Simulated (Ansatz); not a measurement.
Born–Oppenheimer molecular dynamics of a periodic cell of 22 atoms, La3TaO7 (start crystal La3TaO7, start structure Cmmm, volume 1.1 times the crystal's). It starts from an unrelaxed structure (largest force component 0.49 eV/Å).

Computed with DFT PBE, scalar-relativistic, plane waves, PAW (Ansatz 0.2.0). Settings: cutoff 420 eV, k mesh 2x2x2, fermi-dirac smearing 0.17 eV, no spin polarisation.

```json
{
 "ensemble": "NVT, Langevin thermostat",
 "time step": "1.5 fs",
 "steps asked": "360",
 "set temperature": "300 K",
 "friction": "0.02 /fs",
 "temperature schedule": "360 steps to 2000 K",
 "seed": "855863"
}
```

Frames 15 fs apart, positions in Å.

Velocities at 345.0 fs (Å/ps):

```
La 0.63 -3.70 -1.43
La -2.92 3.65 -0.35
La 2.67 -0.31 -3.57
Ta -1.93 -0.04 -4.35
O -6.54 -8.79 4.95
O -1.97 -3.18 6.85
O 1.52 1.39 -2.08
O -13.78 -0.47 2.39
O 3.31 4.09 6.43
O 8.67 -3.34 -2.43
O -3.18 7.62 -1.76
La 0.15 0.13 1.08
La -0.60 -0.71 -4.67
La 1.06 -0.90 1.72
Ta -1.05 -0.56 -0.61
O -7.95 -8.05 -2.28
O -3.61 -1.07 7.52
O 8.49 6.63 8.89
O 5.63 -5.76 12.35
O 3.08 0.31 8.33
O -4.21 2.32 3.68
O -10.65 -4.39 20.72
```

```xyz
22
Lattice="3.9628 -5.7337 0.0000 3.9628 5.7337 0.0000 0.0000 0.0000 8.1665" Properties=species:S:1:pos:R:3 time_fs=345.0 energy_less_start_eV=2.818 T=865
La -0.056 0.018 0.164
La 1.741 -2.741 2.175
La 1.860 2.800 1.889
Ta 3.950 0.126 -0.131
O 3.941 0.009 2.155
O 2.490 -1.276 0.174
O 5.229 -1.417 0.047
O 5.492 1.607 0.089
O 2.257 1.374 0.019
O 3.813 4.022 2.079
O 3.693 -4.310 2.059
La -0.464 0.055 4.108
La 1.925 -2.805 6.039
La 2.168 2.443 6.100
Ta 3.797 -0.110 3.966
O 4.032 0.698 6.099
O 2.169 -1.113 4.330
O 5.241 -1.415 4.345
O 5.420 1.374 3.693
O 2.182 1.451 4.118
O 3.988 4.101 6.104
O 3.593 -4.343 6.023
22
Lattice="3.9628 -5.7337 0.0000 3.9628 5.7337 0.0000 0.0000 0.0000 8.1665" Properties=species:S:1:pos:R:3 time_fs=360.0 energy_less_start_eV=1.949 T=1110
La -0.044 -0.022 0.125
La 1.699 -2.721 2.131
La 1.904 2.803 1.847
Ta 3.919 0.117 -0.162
O 3.862 -0.119 2.123
O 2.398 -1.222 0.167
O 5.316 -1.348 0.030
O 5.237 1.494 0.131
O 2.326 1.422 0.121
O 3.789 4.079 2.099
O 3.684 -4.277 2.031
La -0.457 0.021 4.123
La 1.898 -2.836 5.991
La 2.204 2.440 6.102
Ta 3.821 -0.103 3.947
O 3.840 0.570 6.074
O 2.203 -1.210 4.328
O 5.323 -1.317 4.421
O 5.457 1.302 3.981
O 2.190 1.495 4.078
O 3.899 4.123 6.306
O 3.608 -4.481 6.329
22
Lattice="3.9628 -5.7337 0.0000 3.9628 5.7337 0.0000 0.0000 0.0000 8.1665" Properties=species:S:1:pos:R:3 time_fs=375.0 energy_less_start_eV=2.570 T=1006
La -0.029 -0.094 0.071
La 1.704 -2.770 2.098
La 1.943 2.855 1.883
Ta 3.890 0.081 -0.173
O 3.794 -0.116 2.012
O 2.349 -1.300 0.136
O 5.444 -1.264 -0.032
O 5.048 1.361 0.188
O 2.368 1.493 0.181
O 3.728 4.162 2.111
O 3.661 -4.278 2.023
La -0.472 -0.009 4.144
La 1.847 -2.880 6.004
La 2.246 2.463 6.078
Ta 3.853 -0.103 3.926
O 3.731 0.425 6.082
O 2.280 -1.335 4.155
O 5.274 -1.305 4.422
O 5.320 1.437 4.263
O 2.236 1.571 3.879
O 3.964 4.075 6.342
O 3.730 -4.580 6.486
22
Lattice="3.9628 -5.7337 0.0000 3.9628 5.7337 0.0000 0.0000 0.0000 8.1665" Properties=species:S:1:pos:R:3 time_fs=390.0 energy_less_start_eV=2.584 T=907
La -0.054 -0.148 0.014
La 1.755 -2.815 2.101
La 1.987 2.908 1.915
Ta 3.864 0.001 -0.175
O 3.692 -0.133 2.106
O 2.302 -1.352 0.120
O 5.357 -1.139 -0.281
O 5.088 1.506 0.335
O 2.311 1.482 0.158
O 3.773 4.191 2.274
O 3.625 -4.245 2.197
La -0.495 -0.002 4.174
La 1.849 -2.853 6.035
La 2.188 2.496 6.070
Ta 3.835 -0.119 3.937
O 3.586 0.434 6.147
O 2.349 -1.456 4.019
O 5.273 -1.393 4.426
O 5.316 1.495 4.387
O 2.264 1.524 3.803
O 4.059 3.887 6.197
O 3.794 -4.548 6.478
22
Lattice="3.9628 -5.7337 0.0000 3.9628 5.7337 0.0000 0.0000 0.0000 8.1665" Properties=species:S:1:pos:R:3 time_fs=405.0 energy_less_start_eV=2.116 T=1658
La -0.095 -0.208 -0.002
La 1.843 -2.850 2.118
La 2.032 2.897 1.908
Ta 3.854 -0.035 -0.166
O 3.792 -0.260 2.060
O 2.272 -1.289 -0.055
O 5.350 -1.132 -0.525
O 5.107 1.444 0.419
O 2.223 1.434 0.142
O 3.744 4.273 2.388
O 3.701 -4.158 2.400
La -0.508 0.046 4.168
La 1.894 -2.800 6.048
La 2.128 2.490 6.097
Ta 3.799 -0.137 3.968
O 3.350 0.201 6.085
O 2.470 -1.474 3.993
O 5.323 -1.330 4.374
O 5.371 1.421 4.284
O 2.383 1.383 3.816
O 3.877 3.885 6.031
O 3.877 -4.576 6.317
22
Lattice="3.9628 -5.7337 0.0000 3.9628 5.7337 0.0000 0.0000 0.0000 8.1665" Properties=species:S:1:pos:R:3 time_fs=420.0 energy_less_start_eV=3.318 T=1749
La -0.141 -0.254 -0.051
La 1.960 -2.835 2.136
La 2.023 2.842 1.894
Ta 3.849 -0.055 -0.146
O 4.088 -0.441 1.860
O 2.306 -1.288 -0.019
O 5.477 -1.131 -0.645
O 5.268 1.363 0.371
O 2.149 1.294 0.183
O 3.647 4.325 2.305
O 3.835 -3.915 2.575
La -0.480 0.069 4.130
La 1.946 -2.759 6.048
La 2.065 2.428 6.115
Ta 3.751 -0.139 3.983
O 3.225 0.044 6.157
O 2.491 -1.625 4.056
O 5.387 -1.311 4.321
O 5.332 1.344 4.152
O 2.579 1.241 3.736
O 3.627 4.112 5.969
O 3.860 -4.519 6.304
22
Lattice="3.9628 -5.7337 0.0000 3.9628 5.7337 0.0000 0.0000 0.0000 8.1665" Properties=species:S:1:pos:R:3 time_fs=435.0 energy_less_start_eV=3.787 T=1542
La -0.184 -0.304 -0.133
La 2.084 -2.882 2.145
La 1.989 2.805 1.895
Ta 3.842 -0.076 -0.125
O 4.362 -0.666 1.869
O 2.283 -1.433 -0.039
O 5.439 -1.127 -0.539
O 5.388 1.303 0.068
O 2.247 1.203 0.173
O 3.713 4.298 2.196
O 4.035 -3.666 2.686
La -0.450 0.082 4.100
La 2.008 -2.685 6.084
La 2.014 2.374 6.068
Ta 3.759 -0.158 3.955
O 3.191 0.102 6.088
O 2.352 -1.765 4.147
O 5.434 -1.406 4.322
O 5.249 1.372 4.074
O 2.571 1.265 3.714
O 3.646 4.204 6.060
O 3.799 -4.380 6.300
22
Lattice="3.9628 -5.7337 0.0000 3.9628 5.7337 0.0000 0.0000 0.0000 8.1665" Properties=species:S:1:pos:R:3 time_fs=450.0 energy_less_start_eV=3.507 T=1366
La -0.207 -0.347 -0.211
La 2.122 -2.928 2.166
La 1.959 2.765 1.921
Ta 3.840 -0.074 -0.080
O 4.333 -0.806 2.017
O 2.396 -1.512 -0.028
O 5.316 -1.298 -0.384
O 5.385 1.214 -0.215
O 2.373 1.264 0.134
O 3.895 4.314 2.043
O 4.098 -3.549 2.843
La -0.449 0.086 4.081
La 2.066 -2.601 6.124
La 1.939 2.318 6.029
Ta 3.795 -0.181 3.977
O 3.322 0.012 5.949
O 2.316 -1.600 4.088
O 5.286 -1.357 4.432
O 5.214 1.214 4.119
O 2.533 1.330 3.656
O 3.789 4.147 6.255
O 3.893 -4.253 6.278
22
Lattice="3.9628 -5.7337 0.0000 3.9628 5.7337 0.0000 0.0000 0.0000 8.1665" Properties=species:S:1:pos:R:3 time_fs=465.0 energy_less_start_eV=3.642 T=1327
La -0.209 -0.372 -0.250
La 2.131 -2.932 2.225
La 1.945 2.780 1.908
Ta 3.839 -0.051 -0.008
O 4.195 -0.812 2.078
O 2.480 -1.552 -0.021
O 5.381 -1.613 -0.289
O 5.247 1.214 -0.410
O 2.398 1.312 0.066
O 4.029 4.269 1.877
O 3.966 -3.728 2.901
La -0.484 0.096 4.081
La 2.095 -2.536 6.170
La 1.861 2.324 6.018
Ta 3.803 -0.194 4.039
O 3.466 -0.074 6.044
O 2.230 -1.450 4.082
O 5.287 -1.388 4.623
O 5.230 1.202 4.106
O 2.608 1.355 3.622
O 3.869 3.973 6.315
O 3.993 -4.224 6.137
22
Lattice="3.9628 -5.7337 0.0000 3.9628 5.7337 0.0000 0.0000 0.0000 8.1665" Properties=species:S:1:pos:R:3 time_fs=480.0 energy_less_start_eV=3.986 T=1168
La -0.220 -0.379 -0.238
La 2.076 -2.908 2.279
La 1.944 2.804 1.897
Ta 3.869 -0.053 0.028
O 4.074 -0.860 2.032
O 2.427 -1.613 0.031
O 5.503 -1.850 -0.107
O 5.287 1.181 -0.468
O 2.530 1.249 0.031
O 4.022 4.154 1.798
O 3.873 -3.975 2.898
La -0.494 0.127 4.128
La 2.148 -2.510 6.171
La 1.797 2.375 6.020
Ta 3.763 -0.202 4.104
O 3.572 -0.065 6.149
O 2.264 -1.427 4.046
O 5.208 -1.461 4.643
O 5.280 1.299 4.192
O 2.675 1.395 3.617
O 4.078 3.844 6.351
O 3.820 -4.484 5.994
```

Of the whole run (540 fs, mean temperature of the second half 1276 K): The schedule's set-point averaged 1575 K over the second half and the system 1276 K, so it lags behind the ramp. A run of 0.54 ps of so small a system gives no equilibrium averages.

Run time: 42 min on 2 threads of Intel(R) Xeon(R) Platinum 8488C (Sapphire Rapids), with other jobs on the host, peak memory 1.3 GiB.
